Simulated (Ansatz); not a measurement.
Predict the output of the script below (the Ansatz DFT code, driven from Python).

`field_bf2hs.py`
```python
'''Response of BF2HS to a pair of distant point charges.'''

import ansatz
import numpy as np

molecule = (
    ansatz.Crystal.molecule()
    .atom('F', (0.935, -1.5542, 0.127))
    .atom('B', (-0.1245, -0.4859, 0.2488))
    .atom('F', (-0.9098, -0.3679, 1.4609))
    .atom('S', (-0.369, 0.7208, -1.1725))
    .atom('H', (0.5181, 1.6135, -0.7056))
)

calculation = molecule.calculation()
calculation = calculation.basis(gaussian='def2-SVPD')
calculation = calculation.correlation('MP2')
calculation = calculation.forces()
# charges +q and -q at -R and +R make a nearly even field 2 k q / R^2 at the centre
centre = np.mean([site.position_ang for site in molecule.cartesian_sites], axis=0)
field = 2 * 14.399645 * 3.0 / 40.0 ** 2


def dipole(axis, sign):
    arm = 40.0 * np.eye(3)[axis]
    pair = [{'charge': sign * 3.0, 'position_ang': (centre - arm).tolist()}, {'charge': -sign * 3.0, 'position_ang': (centre + arm).tolist()}]
    deck = calculation.input().set(ansatz.key.basis.gaussian.point_charges, pair)
    return np.array(ansatz.Session.from_dict(deck).plan().execute().report['charge_distribution']['dipole_moment_e_ang'])


print(f'field {field:.4f} V/A')
alpha = np.array([(dipole(axis, 1) - dipole(axis, -1)) / (2 * field) * 14.399645 for axis in range(3)])
print('polarisability tensor (A^3)')
print(np.array2string(alpha, precision=3, suppress_small=True))
print(f'mean {np.trace(alpha) / 3:.3f} A^3 = {np.trace(alpha) / 3 / 0.14818471:.2f} bohr^3')
```

```console
$ python field_bf2hs.py
field 0.0540 V/A
polarisability tensor (A^3)
[[ 5.205 -0.407 -0.194]
 [-0.408  5.717 -0.59 ]
 [-0.195 -0.591  5.8  ]]
mean 5.574 A^3 = 37.62 bohr^3
```

The geometry is a force-field or estimated start, not a minimum of this method, and the basis set is short of its limit. The field of two point charges is only nearly even. Hardware and time: 34 s on 1 thread of Arm Neoverse N1, with other jobs on the host, peak memory 0.28 GiB.
